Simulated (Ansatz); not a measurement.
Task: a frozen displacement of one atom of K, space group P6_3/mmc, with the Python package of Ansatz (0.2.0). Give the script and its output. Settings (first run): LDA, PAW, the default cutoff (420 eV here), 5×5×3 k-points, Fermi-Dirac smearing of 0.1 eV.

```
K
1.0
     4.76240    0.00000    0.00000
    -2.38120    4.12436    0.00000
     0.00000    0.00000    7.82997
K
2
Direct
  0.33333 0.66667 0.25000
  0.66667 0.33333 0.75000
```

`push_k.py`:
```python
"""Frozen displacement of one atom in K."""

import ansatz as az
from ase import Atoms
import numpy as np

atoms = Atoms(
    ["K", "K"],
    scaled_positions=[
        (1 / 3, 2 / 3, 0.25),
        (2 / 3, 1 / 3, 0.75),
    ],
    cell=[
        (4.7624, 0.0, 0.0),
        (-2.3812, 4.12436, 0.0),
        (0.0, 0.0, 7.82997),
    ],
    pbc=True,
)
xtal = az.Crystal.from_ase(atoms)

inverse = np.linalg.inv(np.array(xtal.lattice.vectors))
home = np.array(xtal.sites[1].position)
values = np.linspace(-0.02, 0.02, 5)
energies, pulls = [], []
for shift in values:
    moved = xtal.move(1, to=home + shift * inverse[1])
    setup = (
        moved.calculation()
        .functional("lda")
        .pseudopotentials("paw")
        .kpoints(5, 5, 3)
        .occupations("fermi_dirac", width=0.1)  # fractional filling near the Fermi level
        .forces()
    )
    summary = setup.run().report
    energies.append(summary["free_energy_ev"])
    pulls.append(summary["forces_ev_ang"][1][1])

# the force is minus the slope of the free energy
print("shift (A)   dE (eV)   force along y (eV/A)")
for shift, e, f in zip(values, energies, pulls):
    print(f"{shift:8.3f} {e - energies[2]:10.5f} {f:12.4f}")
print(f"stiffness from energies {2 * np.polyfit(values, energies, 2)[0]:.3f}, from forces {-np.polyfit(values, pulls, 1)[0]:.3f} eV/A^2")
```

```console
$ python push_k.py
DeckWarning: basis.ecutwfc = 420 eV, auto-derived from the records' recommended cutoffs: set by K (normal level)
shift (A)   dE (eV)   force along y (eV/A)
  -0.020    0.00001       0.0012
  -0.010    0.00000       0.0006
   0.000    0.00000      -0.0000
   0.010    0.00000      -0.0006
   0.020    0.00001      -0.0011
stiffness from energies 0.058, from forces 0.058 eV/A^2
```
(Warnings from the package without file and line.)

Reading the output:
- The mesh is modest for a metal, so energies can be off by several to tens of meV an atom and pressures by half a GPa or more; differences at equal mesh fare better.
- In a metal a curvature from energy changes of a few meV or less hangs on mesh and smearing, in size and even in sign.
- This isn't the structure that K takes at ambient conditions.
- All periodic images of the atom move with it, so the curvature is one diagonal element of the zone-centre force constants and no normal mode; a positive value doesn't exclude soft modes in which several atoms move.
- Timing: 8.5 s on 1 thread of Arm Neoverse V1 (shared host), peak memory 0.39 GiB.
